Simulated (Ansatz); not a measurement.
Crystal: Ta3AsAu2O13.

```
Ta As Au O
1.0
     5.24237    3.02668    4.14273
    -5.24237    3.02668    4.14273
     0.00000   -6.05337    4.14273
Ta As Au O
3 1 2 13
Direct
  0.23108 0.57229 0.23108
  0.23108 0.23108 0.57229
  0.57229 0.23108 0.23108
  0.55878 0.55878 0.55878
  0.96559 0.96559 0.96559
  0.75105 0.75105 0.75105
  0.40884 0.66762 0.40884
  0.40884 0.40884 0.66762
  0.66762 0.40884 0.40884
  0.49726 0.01313 0.36024
  0.36024 0.49726 0.01313
  0.01313 0.36024 0.49726
  0.36024 0.01313 0.49726
  0.01313 0.49726 0.36024
  0.49726 0.36024 0.01313
  0.10963 0.74806 0.10963
  0.10963 0.10963 0.74806
  0.74806 0.10963 0.10963
  0.30840 0.30840 0.30840
```

The cell was built by a generator and needn't be a form met in nature.

| Property | Result |
| --- | --- |
| Program | Ansatz 0.2.0 |
| Task | relaxation of cell and atoms |
| Functional | BLYP |
| Potentials or basis | Ansatz PAW |
| Cutoff | 420 eV (not typed: the program's choice for these potentials) |
| k mesh | 3 × 3 × 3 |
| Occupations | fermi-dirac, width 0.05 eV |
| Spin | no spin polarisation |

At the start: volume 20.76 Å³/atom.

Q: How do energy, volume and symmetry change on relaxing?

A: It ends after 11 steps and the volume is 21.54 Å³/atom (+3.8 %); space group R3m (No. 160, to 0.05 Å).

The path:
| step | energy change (eV) | largest force (eV/Å) | volume (Å³) |
| --- | --- | --- | --- |
| 1 | 0.0000 | 0.4170 | 394.40 |
| 2 | -0.0376 | 0.2682 | 408.72 |
| 3 | -0.0543 | 0.1904 | 407.11 |
| 4 | -0.0585 | 0.0655 | 406.84 |
| 5 | -0.0586 | 0.0147 | 406.98 |
| 6 | -0.0586 | 0.0076 | 406.98 |
| 7 | -0.1030 | 0.0075 | 406.98 |
| 8 | -0.0985 | 0.0260 | 408.81 |
| 9 | -0.0971 | 0.0110 | 409.25 |
| 10 | -0.0971 | 0.0097 | 409.26 |
| 11 | -0.1052 | 0.0098 | 409.26 |

Final structure:
```cif
data_structure
_symmetry_space_group_name_H-M 'P 1'
_symmetry_Int_Tables_number 1
_cell_length_a 7.4256
_cell_length_b 7.4256
_cell_length_c 7.4256
_cell_angle_alpha 90.967
_cell_angle_beta 90.967
_cell_angle_gamma 90.967
_cell_volume 409.26
loop_
_atom_site_label
_atom_site_type_symbol
_atom_site_fract_x
_atom_site_fract_y
_atom_site_fract_z
_atom_site_occupancy
Ta1 Ta 0.23130 0.57203 0.23130 1
Ta2 Ta 0.23130 0.23130 0.57203 1
Ta3 Ta 0.57203 0.23130 0.23130 1
As1 As 0.55694 0.55694 0.55694 1
Au1 Au 0.96467 0.96467 0.96467 1
Au2 Au 0.74989 0.74989 0.74989 1
O1 O 0.40755 0.66578 0.40755 1
O2 O 0.40755 0.40755 0.66578 1
O3 O 0.66578 0.40755 0.40755 1
O4 O 0.49830 0.01389 0.36033 1
O5 O 0.36033 0.49830 0.01389 1
O6 O 0.01389 0.36033 0.49830 1
O7 O 0.36033 0.01389 0.49830 1
O8 O 0.01389 0.49830 0.36033 1
O9 O 0.49830 0.36033 0.01389 1
O10 O 0.11130 0.74789 0.11130 1
O11 O 0.11130 0.11130 0.74789 1
O12 O 0.74789 0.11130 0.11130 1
O13 O 0.30962 0.30962 0.30962 1
```

Caveat: the plane-wave basis is chosen anew once the cell has moved, so the energies of steps on either side of that aren't comparable; the pressure holds a Pulay correction of +0.5 GPa for the finite cutoff; the PAW data sets come from PBE, with cores solved anew for the run's functional, which leaves a small shift of forces and pressure.
